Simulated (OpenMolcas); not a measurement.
# Ta²⁺ among point charges: CASSCF and CASPT2 levels and susceptibility

Aim: the splitting of the states of Ta²⁺ in the field of 4 point charges, its lowest levels with spin-orbit coupling and its magnetic susceptibility.

The numbers are computed with OpenMolcas 26.06 (state-averaged CASSCF and CASPT2, spin-orbit coupling by RASSI with atomic mean-field integrals), except any that are marked as measured or tabulated.

## Step 1: Starting point

* Species: Ta²⁺ (tantalum, Z = 73, 71 electrons)
* Basis: ANO-RCC-VTZP [8s7p5d3f2g1h], 104 functions
* Scalar Hamiltonian: DKH2, point nucleus
* Inactive shells: 1s 2s 2p 3s 3p 3d 4s 4p 4d 4f 5s 5p
* Active space: 3 electrons in 5 orbitals (5d)
* Some configurations of this space: 5d3
* Orbitals: optimised for each spin and parity, averaged over all roots

The outer shells:

5d3
```
5d [↑ ][↑ ][↑ ][  ][  ]
```

The ion sits among 4 point charges of -0.98 e arranged as a tetrahedron (Td), 1.88 Å from the ion.

Each step is its own input file, run in one work folder so that later steps find the files of earlier ones. Labels, J, g values, rates, χT and fits are worked out afterwards by a script from the matrices that RASSI stores.

## Step 2: Basis and integrals

a.inp

```
&GATEWAY
Coord
1

Ta 0.0 0.0 0.0
Basis=ANO-RCC-VTZP
Group=NoSym
NoMove
AngMom=0.0 0.0 0.0
AMFI
XField
4 Angstrom 0
1.085419 1.085419 1.085419 -0.980000
1.085419 -1.085419 -1.085419 -0.980000
-1.085419 1.085419 -1.085419 -0.980000
-1.085419 -1.085419 1.085419 -0.980000
&SEWARD
```

## Step 3: Reference wave functions, quartets, 10 roots

a.inp

```
&RASSCF
FileOrb=start.orb
Symmetry=1
Spin=4
nActEl=3 0 0
Inactive=34
Ras2=5
CIRoot=10 10 1
SDav=10
CIMx=300
Iter=120 100
PrWF=0.3
OrbListing=Nothing
MaxOrb=0
>>> COPY $Project.JobIph JOB001
```

start.orb holds the contracted functions of the basis, ordered by shell, or the orbitals of the step before.

## Step 4: Reference wave functions, doublets, 40 roots

a.inp

```
&RASSCF
FileOrb=start.orb
Symmetry=1
Spin=2
nActEl=3 0 0
Inactive=34
Ras2=5
CIRoot=40 40 1
SDav=40
CIMx=300
Iter=120 100
PrWF=0.3
OrbListing=Nothing
MaxOrb=0
>>> COPY $Project.JobIph JOB002
```

## Step 5: RASSI: spin-orbit coupling between the states

a.inp

```
&RASSI
NrOfJobIphs=2 10 40
1 2 3 4 5 6 7 8 9 10
1 2 3 4 5 6 7 8 9 10 11 12 13 14 15 16 17 18 19 20 21 22 23 24 25 26 27
28 29 30 31 32 33 34 35 36 37 38 39 40
IphNames
JOB001
JOB002
EJob
SpinOrbit
DIPRint=1.0
SOCoupling=1000.0
Subsets=2
Property=9
'ANGMOM' 1 'ANGMOM' 2 'ANGMOM' 3 'MLTPL  1' 1 'MLTPL  1' 2 'MLTPL  1' 3
'AMFI' 1 'AMFI' 2 'AMFI' 3
SOProperty=3
'ANGMOM' 1 'ANGMOM' 2 'ANGMOM' 3
```

## Step 6: CASPT2: IPEA 0.25, imaginary shift 0.1 (closed shells correlated: 4f 5s 5p)

a.inp

```
>>> COPY JOB001 $Project.JobIph
&CASPT2
Multistate=10 1 2 3 4 5 6 7 8 9 10
NoMult
Frozen=23
IPEA=0.25
Imaginary=0.1
MaxIter=60
WThr=0.0 0.3 0.05
PrWF=0.5
NoMix
>>> COPY JOB002 $Project.JobIph
&CASPT2
Multistate=40 1 2 3 4 5 6 7 8 9 10 11 12 13 14 15 16 17 18 19 20 21 22
23 24 25 26 27 28 29 30 31 32 33 34 35 36 37 38 39 40
NoMult
Frozen=23
IPEA=0.25
Imaginary=0.1
MaxIter=60
WThr=0.0 0.3 0.05
PrWF=0.5
NoMix
```

(Steps that only read results are left out.)

What does the calculation give? Wanted: spin-free ground state; first state of the same spin within the active space; lowest level; next level.

As calculated:

| quantity | value |
| --- | --- |
| method | SS-CASPT2, IPEA 0.25, imaginary shift 0.1 (closed shells correlated: 4f 5s 5p) |
| spin-free ground state | quartet, 3-fold in its orbital part |
| first state of the same spin within the active space | quartet at 2220 cm⁻¹ |
| lowest level | 4-fold |
| next level | 1735.2 cm⁻¹ |
| χT at 300 K | 0.19 cm³ K/mol |
| effective moment at 300 K | 1.24 μB |

Cost by method:

```csv
method,time of its own steps,time with the reference
A. CASSCF,17 s,17 s
"B. SS-CASPT2, IPEA 0.25, imaginary shift 0.1, +4f 5s 5p",63 s,81 s
```

Times are of one thread on a shared host.

The spin-free ground state (quartet) comes to 98 % from free-ion F terms and keeps the highest spin of the shell. χT at 300 K is 0.19, against 1.88 cm³ K/mol for the spin alone, so spin-orbit coupling lowers it. A ligand-field fit to the states below 45000 cm-1 gives 10Dq = -2938 cm-1, B = 353 cm-1 and C = 1898 cm-1 (C/B = 5.37), with a deviation of 474 cm-1. CASPT2 does not keep the components of a term degenerate, and the means are used. The field of point charges can differ much from that of real complexes. This is an electrostatic model: the charges have no orbitals.
